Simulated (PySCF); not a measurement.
# C3H7BO2: the cost of one run

Programs: PySCF 2.14.0, with density-fitted response routines of our own. Each step states its level of theory. These are calculated values for one molecule in the gas phase, unless marked as measured. Atoms are numbered from 0 throughout.

## (1) The starting structure

13 atoms, charge 0, multiplicity 1; geometry from: GFN2-xTB. The atoms were then displaced at random by about 0.01 Å, so the start is not that level's minimum.

Bonds of the start (Å): C0–B1 1.60, B1–O2 1.38, O2–C3 1.36, C3–C4 1.54, C4–O5 1.42, O5–B1 1.37, C0–H6 1.09, C0–H7 1.06, C0–H8 1.09, C3–H9 1.12, C3–H10 1.10, C4–H11 1.09, C4–H12 1.10.

## (2) Relaxing the molecule at PBE0-D3(BJ)/def2-SVP

The job: settings as JSON, then the geometry in Å.

```
{"job": {"xc": "PBE0", "basis": "def2-SVP", "d3": "d3bj", "grid": 1, "shake": 0.01, "kind": "geom"}, "charge": 0, "multiplicity": 1}
C      2.232520     0.127740     0.382720
B      0.653220     0.034640     0.117520
O      0.073370    -0.847270    -0.765390
C     -1.273930    -0.667310    -0.758550
C     -1.564030     0.459640     0.254660
O     -0.282570     0.823540     0.735860
H      2.430850     0.498330     1.385480
H      2.724930    -0.793700     0.221330
H      2.659450     0.871010    -0.289540
H     -1.785420    -1.612230    -0.449680
H     -1.642130    -0.406000    -1.756310
H     -2.017900     1.345130    -0.189500
H     -2.202550     0.149580     1.101070
```

Run with:

```bash
OMP_NUM_THREADS=1 python probes_run.py task.json out
```

The driver reads the jobs from task.json and runs them one after another.

Q: Estimate the wall time and peak memory of this first job on 1 thread of Arm Neoverse V1, shared host.

About 23 s, with a peak of 0.51 GiB.
